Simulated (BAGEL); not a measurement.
# HF/6-31G(d) (density fitting with qzvpp-jkfit, spherical functions) run of B2NH4Cl (SMILES NBBCl)

What is the vertical ionisation energy of B2NH4Cl at HF/6-31G* (density fitting with qzvpp-jkfit, spherical functions)? 

Program for the calculation: BAGEL 1.2.2.

3 further runs of the same task are left out: 2 that didn't finish, 1 set aside as unsound or not needed.

### Step 1. The molecule

B2NH4Cl has 8 atoms, charge 0, and is taken as a singlet. As SMILES, `NBBCl`. Geometry: relaxed at GFN2-xTB. This is one conformer, not always the lowest.

Bond lengths: N1–B2 1.383 Å, B2–B3 1.670 Å, B3–Cl4 1.709 Å, N1–H5 1.007 Å, N1–H6 1.007 Å, B2–H7 1.181 Å, B3–H8 1.181 Å. Angles: N1–B2–B3 124.6°, B2–B3–Cl4 122.2°, N1–B2–H7 115.3°, B3–B2–H7 120.1°, B2–N1–H5 123.9°, B2–N1–H6 124.1°, B2–B3–H8 123.8°, Cl4–B3–H8 113.8°, H5–N1–H6 112.0°.

### Step 2. The energy at HF/6-31G(d) (density fitting with qzvpp-jkfit, spherical functions)

Contents of input.json:

```json
{ "bagel": [

{
  "title": "molecule",
  "basis": "6-31gs.json",
  "df_basis": "qzvpp-jkfit",
  "angstrom": true,
  "geometry": [
    { "atom": "N", "xyz": [    0.819700,    0.828480,    0.721530 ] },
    { "atom": "B", "xyz": [    0.253870,    0.274990,   -0.412700 ] },
    { "atom": "B", "xyz": [   -0.794980,   -1.024820,   -0.411170 ] },
    { "atom": "Cl", "xyz": [   -2.484420,   -0.833070,   -0.240220 ] },
    { "atom": "H", "xyz": [    1.455950,    1.609070,    0.707580 ] },
    { "atom": "H", "xyz": [    0.637320,    0.506870,    1.658540 ] },
    { "atom": "H", "xyz": [    0.569610,    0.780820,   -1.431960 ] },
    { "atom": "H", "xyz": [   -0.457030,   -2.142340,   -0.591600 ] }
  ]
},
{
  "title": "hf"
},
{
  "title": "print",
  "file": "orbitals.molden",
  "orbitals": true
}

]}
```

The basis set 6-31G* is read from a file made from the Basis Set Exchange's data (not shown).

Started as:

```sh
$ BAGEL_NUM_THREADS=1 BAGEL input.json > input.out
```

The log of the run:

```text
* using 1 threads per process

  ===============================================================
  ===============================================================

  *** Geometry ***

  { "atom" : "N", "xyz" : [      1.549009,      1.565600,      1.363494 ] },
  { "atom" : "B", "xyz" : [      0.479745,      0.519656,     -0.779890 ] },
  { "atom" : "B", "xyz" : [     -1.502294,     -1.936629,     -0.776999 ] },
  { "atom" : "Cl", "xyz" : [     -4.694873,     -1.574274,     -0.453950 ] },
  { "atom" : "H", "xyz" : [      2.751347,      3.040702,      1.337132 ] },
  { "atom" : "H", "xyz" : [      1.204360,      0.957845,      3.134186 ] },
  { "atom" : "H", "xyz" : [      1.076407,      1.475536,     -2.706012 ] },
  { "atom" : "H", "xyz" : [     -0.863662,     -4.048436,     -1.117962 ] },

  Number of auxiliary basis functions:      427

  Since a DF basis is specified, we compute 2- and 3-index integrals:
    o Being stored without compression. Storage requirement is 0.016 GB

  Number of basis functions:       68
  Number of electrons      :       38

    * METHOD: MOLECULE                             0.16

  *** RHF ***

  === Nuclear Repulsion ===
   118.4945033351

      * DIIS with orbital gradients will be used.

  === RHF iteration (6-31gs.json) ===
      0       -565.53334624          0.02047816           0.04
      1       -565.64571752          0.01068025           0.04
      2       -565.67918997          0.00184426           0.04
      3       -565.68067018          0.00030606           0.04
      4       -565.68071522          0.00007311           0.04
      5       -565.68072064          0.00002321           0.04
      6       -565.68072129          0.00000801           0.04
      7       -565.68072137          0.00000269           0.04
      8       -565.68072138          0.00000102           0.04
      9       -565.68072138          0.00000039           0.04
     10       -565.68072138          0.00000016           0.04
     11       -565.68072138          0.00000005           0.04
     12       -565.68072138          0.00000002           0.04
     13       -565.68072138          0.00000001           0.04
    * SCF iteration converged.

    * Permanent dipole moment:
           (   -0.776925,    -0.324580,    -0.560924) a.u.

    * METHOD: HF                                   0.69

    * METHOD: PRINT                                0.01

  ===============================================================
```

Run time: 1 s. Hardware: 1 thread of Arm Neoverse V2, shared host.

### Step 3. The doublet cation, same level

Contents of job.json:

```json
{ "bagel" : [

{
  "title" : "molecule",
  "basis" : "6-31gs.json",
  "df_basis" : "qzvpp-jkfit",
  "angstrom" : true,
  "geometry" : [
    { "atom" : "N", "xyz" : [    0.819700,    0.828480,    0.721530 ] },
    { "atom" : "B", "xyz" : [    0.253870,    0.274990,   -0.412700 ] },
    { "atom" : "B", "xyz" : [   -0.794980,   -1.024820,   -0.411170 ] },
    { "atom" : "Cl", "xyz" : [   -2.484420,   -0.833070,   -0.240220 ] },
    { "atom" : "H", "xyz" : [    1.455950,    1.609070,    0.707580 ] },
    { "atom" : "H", "xyz" : [    0.637320,    0.506870,    1.658540 ] },
    { "atom" : "H", "xyz" : [    0.569610,    0.780820,   -1.431960 ] },
    { "atom" : "H", "xyz" : [   -0.457030,   -2.142340,   -0.591600 ] }
  ]
},
{
  "title" : "uhf",
  "charge" : 1,
  "nopen" : 1
},
{
  "title" : "print",
  "file" : "orbitals.molden",
  "orbitals" : true
}

]}
```

The basis set 6-31G* is read from a file made from the Basis Set Exchange's data (not shown).

Started as:

```sh
$ BAGEL_NUM_THREADS=1 BAGEL job.json > job.out
```

The log of the run:

```text
* using 1 threads per process

  ===============================================================
  ===============================================================

  *** Geometry ***

  { "atom" : "N", "xyz" : [      1.549009,      1.565600,      1.363494 ] },
  { "atom" : "B", "xyz" : [      0.479745,      0.519656,     -0.779890 ] },
  { "atom" : "B", "xyz" : [     -1.502294,     -1.936629,     -0.776999 ] },
  { "atom" : "Cl", "xyz" : [     -4.694873,     -1.574274,     -0.453950 ] },
  { "atom" : "H", "xyz" : [      2.751347,      3.040702,      1.337132 ] },
  { "atom" : "H", "xyz" : [      1.204360,      0.957845,      3.134186 ] },
  { "atom" : "H", "xyz" : [      1.076407,      1.475536,     -2.706012 ] },
  { "atom" : "H", "xyz" : [     -0.863662,     -4.048436,     -1.117962 ] },

  Number of auxiliary basis functions:      427

  Since a DF basis is specified, we compute 2- and 3-index integrals:
    o Being stored without compression. Storage requirement is 0.016 GB

  Number of basis functions:       68
  Number of electrons      :       38

    * METHOD: MOLECULE                             0.16

  *** Open-shell HF ***

  === Nuclear Repulsion ===
   118.4945033351

      * DIIS with orbital gradients will be used.

  === UHF iteration (6-31gs.json) ===
      0       -565.16067661          0.04081491           0.08
      1       -565.27531511          0.02425999           0.08
      2       -565.30557067          0.01471700           0.08
      3       -565.32263325          0.00156906           0.09
      4       -565.32345962          0.00056275           0.08
      5       -565.32365188          0.00030379           0.08
      6       -565.32374549          0.00013718           0.08
      7       -565.32377493          0.00008528           0.08
      8       -565.32378997          0.00004727           0.08
      9       -565.32379435          0.00003582           0.08
     10       -565.32379643          0.00002703           0.09
     11       -565.32379807          0.00001879           0.08
     12       -565.32379898          0.00001470           0.09
     13       -565.32379951          0.00001023           0.08
     14       -565.32379980          0.00000734           0.09
     15       -565.32379998          0.00000388           0.08
     16       -565.32380003          0.00000232           0.09
     17       -565.32380004          0.00000156           0.08
     18       -565.32380004          0.00000126           0.09
     19       -565.32380004          0.00000091           0.09
     20       -565.32380004          0.00000062           0.09
     21       -565.32380005          0.00000057           0.09
     22       -565.32380005          0.00000050           0.09
     23       -565.32380005          0.00000043           0.08
     24       -565.32380005          0.00000034           0.09
     25       -565.32380005          0.00000024           0.09
     26       -565.32380005          0.00000016           0.09
     27       -565.32380005          0.00000010           0.08
     28       -565.32380005          0.00000008           0.09
     29       -565.32380005          0.00000005           0.08
     30       -565.32380005          0.00000003           0.08
     31       -565.32380005          0.00000003           0.08
     32       -565.32380005          0.00000002           0.08
     33       -565.32380005          0.00000001           0.08
    * SCF iteration converged.

    * S^2 (UHF) is 0.7709

    * Permanent dipole moment:
           (   -1.078383,    -0.040473,    -0.172346) a.u.

    * METHOD: UHF                                  2.99

    * METHOD: PRINT                                0.01

  ===============================================================
```

It took 3.6 s on 1 thread of Arm Neoverse V2, shared host.

### Step 4. Summary of results

Level: HF/6-31G* (density fitting with qzvpp-jkfit, spherical functions).

```
                                          quantity          value
                     singlet B2NH4Cl: total energy  -565.68072 Eh
                    singlet B2NH4Cl: dipole moment         2.57 D
                      singlet B2NH4Cl: HOMO energy      -10.71 eV
                      singlet B2NH4Cl: LUMO energy        2.68 eV
                    singlet B2NH4Cl: HOMO–LUMO gap       13.39 eV
                      doublet cation: total energy  -565.32380 Eh
                              doublet cation: ⟨S²⟩          0.771
vertical ionisation energy (to the doublet cation)       9.712 eV
```

In words: The vertical ionisation energy comes to 9.71 eV (224 kcal/mol). −ε(HOMO) before ionisation, 10.71 eV, is 1.00 eV above this ionisation energy.
